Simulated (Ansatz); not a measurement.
**H6O2Si2Zn: up Jacob's ladder to CCSD(T)**

An exercise on one series of results from a longer session: the logs are not shown, and one member is left open.

Program: Ansatz 0.2.0, Gaussian basis. Level of theory: functionals in def2-TZVPP, the program's frozen cores in correlated methods. These are calculated values, not measurements.

The runs, in order: LDA (SPW92), PBE-D4, revPBE-D4, BLYP-D4, r2SCAN-D4, B97M-V, PBE0-D4, B3LYP-D4, r2SCANh-D4, r2SCAN0-D4, HSE06-D4, BHLYP-D4, CAM-B3LYP-D4, LC-ωPBE, ωB97X-V, ωB97M-V, B2PLYP, PBE-QIDH; CCSD(T)/def2-SVP; CCSD(T)/def2-TZVPP; MP2/def2-QZVPP; extrapolation to the limit; RPA on PBE.

## Structure used throughout

An earlier PBE0-D4 in a triple-zeta def2 set relaxation fixed the geometry.

SMILES `[SiH3][O][Zn][O][SiH3]`, 11 atoms, charge 0, spin multiplicity 1.

Atoms are counted from 1 here; the program's logs count them from 0.

Bond lengths: Si1–O2 1.626 Å, Si1–H6 1.491 Å, Si1–H7 1.486 Å, Si1–H8 1.492 Å, O2–Zn3 1.750 Å, Zn3–O4 1.750 Å, O4–Si5 1.626 Å, Si5–H9 1.491 Å, Si5–H10 1.486 Å, Si5–H11 1.491 Å. Angles: O2–Si1–H6 111.4°, O2–Si1–H7 109.0°, O2–Si1–H8 111.4°, H6–Si1–H7 108.7°, H6–Si1–H8 107.5°, H7–Si1–H8 108.7°, Si1–O2–Zn3 142.6°, O2–Zn3–O4 175.1°, Zn3–O4–Si5 142.3°, O4–Si5–H9 111.4°, O4–Si5–H10 109.0°, O4–Si5–H11 111.4°, H9–Si5–H10 108.7°, H9–Si5–H11 107.6°, H10–Si5–H11 108.7°.

Set-up of the first run:

in.yaml reads:

```yaml
crystal:
  periodic: [false, false, false]
  atoms:
    - {symbol: Si, position_ang: [-0.978559, -1.738794, 2.359708]}
    - {symbol: O, position_ang: [0.105507, -1.530819, 1.166278]}
    - {symbol: Zn, position_ang: [0.625256, -0.393786, -0.058527]}
    - {symbol: O, position_ang: [1.269827, 0.663914, -1.295366]}
    - {symbol: Si, position_ang: [0.838505, 1.826871, -2.346550]}
    - {symbol: H, position_ang: [-0.768481, -0.756331, 3.461419]}
    - {symbol: H, position_ang: [-0.834804, -3.111628, 2.910618]}
    - {symbol: H, position_ang: [-2.374603, -1.566436, 1.863767]}
    - {symbol: H, position_ang: [0.216022, 2.988272, -1.648216]}
    - {symbol: H, position_ang: [2.048365, 2.298832, -3.069005]}
    - {symbol: H, position_ang: [-0.147045, 1.319907, -3.344137]}
basis:
  gaussian: {orbitals: def2-TZVPP}
hamiltonian: {xc: lda}
output: {orbitals: {seedname: orbitals}}
```

Command:

```sh
$ ansatz run in.yaml --threads 2 --pin off --events-out ev --progress --plain --max-ram 32768MiB --backend cuda --devices 0, --max-vram 18GiB
```

Steps of the session up to this table: LDA; PBE-D4 (GGA); revPBE-D4 (GGA); BLYP-D4 (GGA); r2SCAN-D4 (meta-GGA); B97M-V (meta-GGA); B3LYP-D4 (hybrid); r2SCANh-D4 (hybrid); r2SCAN0-D4 (hybrid); HSE06-D4 (hybrid); BHLYP-D4 (hybrid); CAM-B3LYP-D4 (range-separated); LC-ωPBE (range-separated); ωB97X-V (range-separated); ωB97M-V (range-separated); B2PLYP (double hybrid); PBE-QIDH (double hybrid).

One of the session's tables, all rows but one given; the rest of the session is left out.

It belongs to the step «Frontier levels by functional». 

| functional | HOMO (eV) | LUMO (eV) | gap (eV) |
| --- | --- | --- | --- |
| LDA (SPW92) | -7.07 | -2.73 | 4.34 |
| PBE-D4 | -6.93 | -2.47 | 4.47 |
| revPBE-D4 | -6.88 | -2.35 | 4.53 |
| BLYP-D4 | -6.85 | -2.42 | 4.43 |
| r2SCAN-D4 | -7.26 | -2.17 | 5.09 |
| B97M-V | -7.39 | -2.48 | 4.91 |
| PBE0-D4 | -8.37 | -1.53 | 6.84 |
| B3LYP-D4 | ? | ? | ? |
| r2SCANh-D4 | -7.80 | -1.83 | 5.96 |
| r2SCAN0-D4 | -8.61 | -1.36 | 7.25 |
| HSE06-D4 | -7.97 | -1.90 | 6.07 |
| BHLYP-D4 | -9.76 | -0.73 | 9.03 |
| CAM-B3LYP-D4 | -9.81 | -0.61 | 9.20 |
| LC-ωPBE | -11.13 | 0.69 | 11.82 |
| ωB97X-V | -10.81 | 0.46 | 11.27 |
| ωB97M-V | -10.70 | 0.13 | 10.83 |

Q: Estimate the row for B3LYP-D4 from the others.

Worked estimate for «HOMO (eV)». Against the share of exact exchange, BLYP-D4 (0, -6.85), BHLYP-D4 (0.5, -9.76) give a slope of -5.82 per unit share; at 0.2 the line stands at -8.01.

**Answer.** HOMO (eV): -8.16; LUMO (eV): -1.84; gap (eV): 6.33. In «HOMO (eV)» the line misses by +0.15.
